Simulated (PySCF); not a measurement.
**Ways to converge the SCF of BrF⁻**

Do solver options change the result for BrF⁻, or only the number of cycles?

Method: method and basis as typed in the scripts; program: PySCF 2.14.0.

6 further runs of the same task are left out: 6 that didn't finish.

## Step 1: The starting structure

BrF⁻: 2 atoms, charge -1, spin multiplicity 2.

Bond lengths: Br1–F2 1.922 Å.

## Step 2: Base script

File input.py:

```python
from pyscf import gto, scf, mp

mol = gto.M(
    atom='Br 0 0 0; F 0 0 1.922',
    basis='cc-pvdz',
    charge=-1,
    spin=1,
    symmetry=True,
    verbose=4,
)
mf = scf.UHF(mol)
mf.kernel()
mp.MP2(mf).kernel()
mf.dip_moment()
print('orbital energies (hartree):', [e[max(0, n-3):n+3].round(4) for e, n in zip(mf.mo_energy, mol.nelec)])
```

Started as:

```
> OMP_NUM_THREADS=1 python input.py
```

The log of this run is left out.

Base result: E(SCF) = -2671.781583 Eh, 11 cycles, E(MP2) − E(SCF) = -0.32204 Eh, ⟨S²⟩ = 0.763.

The bond length is a typed value, not an optimised one. The dipole of an ion depends on the origin.

## Step 3: DIIS space 4

Variant 1 changes DIIS space: default → 4.

File input.py:

```python
from pyscf import gto, scf, mp

mol = gto.M(
    atom='Br 0 0 0; F 0 0 1.922',
    basis='cc-pvdz',
    charge=-1,
    spin=1,
    symmetry=True,
    verbose=4,
)
mf = scf.UHF(mol)
mf.diis_space = 4
mf.kernel()
mp.MP2(mf).kernel()
mf.dip_moment()
print('orbital energies (hartree):', [e[max(0, n-3):n+3].round(4) for e, n in zip(mf.mo_energy, mol.nelec)])
```

Started as:

```
> OMP_NUM_THREADS=1 python input.py
```

## Step 4: Second-order solver on

Variant 2 changes second-order solver: off → on.

Changes to input.py since step 2:

```diff
@@ -11,2 +11,3 @@
 mf = scf.UHF(mol)
+mf = mf.newton()
 mf.kernel()
```

## Step 5: Damping 0.95

Variant 3 changes damping: none → 0.95.

Changes to input.py since step 2:

```diff
@@ -11,2 +11,4 @@
 mf = scf.UHF(mol)
+mf.damp = 0.95
+mf.diis_start_cycle = 8
 mf.kernel()
```

## Step 6: Convergence threshold 1e-11 hartree

Variant 4 changes convergence threshold: default → 1e-11 hartree.

Changes to input.py since step 2:

```diff
@@ -11,2 +11,3 @@
 mf = scf.UHF(mol)
+mf.conv_tol = 1e-11
 mf.kernel()
```

## Step 7: Point-group symmetry off

Variant 5 changes point-group symmetry: on → off.

Changes to input.py since step 2:

```diff
@@ -7,3 +7,2 @@
     spin=1,
-    symmetry=True,
     verbose=4,
```

## Step 8: Smearing width 0.01 hartree

Variant 6 changes smearing width: none → 0.01 hartree; step after the SCF: mp2 → none.

Changes to input.py since step 2:

```diff
@@ -1,2 +1,2 @@
-from pyscf import gto, scf, mp
+from pyscf import gto, scf
 
@@ -11,4 +11,4 @@
 mf = scf.UHF(mol)
+mf = scf.addons.smearing_(mf, sigma=0.01, method='fermi')
 mf.kernel()
-mp.MP2(mf).kernel()
 mf.dip_moment()
```

**Question.** What will these runs give? Wanted: for each run, E(SCF); from base; gap, α spin; after the SCF.

The runs gave:

| run | E(SCF) (hartree) | from base (eV) | cycles | gap, α spin (eV) | after the SCF |
| --- | --- | --- | --- | --- | --- |
| base | -2671.781583 | 0 | 11 | 26.75 | MP2 correlation -8.763 eV |
| DIIS space 4 | -2671.781583 | 0.0000 | 12 | 26.75 | MP2 correlation -8.763 eV |
| second-order solver on | -2671.781583 | 0.0000 | 3 macro | 26.75 | MP2 correlation -8.763 eV |
| damping 0.95 | -2671.781583 | 0.0000 | 17 | 26.75 | MP2 correlation -8.763 eV |
| convergence threshold 1e-11 hartree | -2671.781583 | 0.0000 | 12 | 26.75 | MP2 correlation -8.763 eV |
| point-group symmetry off | -2671.781583 | 0.0000 | 11 | 26.75 | MP2 correlation -8.763 eV |
| smearing width 0.01 hartree | -2671.668241 | not comparable | 9 | n/a | n/a |

Distance from each run's final energy (log10 hartree) by cycle:

| run | cycle 1 | cycle 2 | cycle 3 | cycle 5 | cycle 8 | cycle 12 |
| --- | --- | --- | --- | --- | --- | --- |
| base | -1.2 | -1.7 | -2.7 | -3.4 | -7.0 | done |
| DIIS space 4 | -1.2 | -1.7 | -2.7 | -3.4 | -6.8 | -10.7 |
| second-order solver on | -3.9 | < -11 | < -11 | done | done | done |
| damping 0.95 | -1.2 | -1.3 | -1.4 | -1.5 | -2.1 | -4.1 |
| convergence threshold 1e-11 hartree | -1.2 | -1.7 | -2.7 | -3.4 | -7.0 | < -11 |
| point-group symmetry off | -1.2 | -1.7 | -2.7 | -3.4 | -7.0 | done |
| smearing width 0.01 hartree | -1.3 | -1.6 | -3.6 | -6.3 | -9.7 | done |

In words: The SCF energy stays the same, to the digits that matter, with DIIS space 4 or second-order solver on or damping 0.95 or convergence threshold 1e-11 hartree or point-group symmetry off. The base needs 11 cycles and the run with damping 0.95 needs 17.
